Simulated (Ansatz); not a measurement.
**AsH2 radical: single points off equilibrium**

The task here is to estimate one member of a computed series from the others.

Computed with Ansatz 0.2.0, Gaussian basis. Level: single points in def2-TZVPP.

Cores are frozen in the correlated methods. Filled d shells of the heavier atoms are correlated. Orbitals are unrestricted.

### Where the work starts

SMILES `[AsH2]`, 3 atoms, charge 0, spin multiplicity 2.

Atoms are counted from 1 here; the program's logs count them from 0.

Bond lengths: As1–H2 1.629 Å, As1–H3 1.538 Å. Angles: H2–As1–H3 82.2°.

Coordinates:

```xyz
3
AsH2
As   -0.55230    0.35550   -0.37520
H     0.75340    0.65350    0.55260
H    -0.16990   -1.10400   -0.07930
```

The first run:

run/in.yaml

```yaml
crystal:
  periodic: [false, false, false]
  atoms:
    - {symbol: As, position_ang: [-0.552300, 0.355500, -0.375200]}
    - {symbol: H, position_ang: [0.753400, 0.653500, 0.552600]}
    - {symbol: H, position_ang: [-0.169900, -1.104000, -0.079300]}
basis:
  gaussian: {orbitals: def2-TZVPP}
magnetization: {spin_polarized: true, initial_magnetization: 1}
correlation: {method: ccsd_t}
scf: {omitted_lower_state_checks: [cluster_reference]}
output: {forces: true}
```

No record of the launch command was kept for these runs.

Among the steps run: CCSD(T)/def2-TZVPP; PBE0-D4/def2-TZVPP; wB97M-V/def2-TZVPP; r2SCAN-D4/def2-TZVPP; PBE-D4/def2-TZVPP; SPW92/def2-TZVPP; revPBE-D4/def2-TZVPP.

One table of the session follows, with a row left open; its other results are not shown here.

| method | RMS force component (eV/Å) | angle to CCSD(T) forces (°) | dipole (D) |
| --- | --- | --- | --- |
| CCSD(T) | 0.814 | reference | 0.15 |
| PBE0-D4 | 0.787 | 2.4 | 0.14 |
| wB97M-V | 0.853 | 1.1 | 0.12 |
| r2SCAN-D4 | 0.786 | 1.7 | 0.16 |
| PBE-D4 | ? | ? | ? |
| SPW92 | 0.673 | 7.4 | 0.19 |
| revPBE-D4 | 0.623 | 12.4 | 0.11 |

**Question.** Estimate the row for PBE-D4.

The run gave: RMS force component (eV/Å): 0.636; angle to CCSD(T) forces (°): 10.9; dipole (D): 0.11. In the column «RMS force component (eV/Å)» it lies between revPBE-D4 (0.623) and SPW92 (0.673).
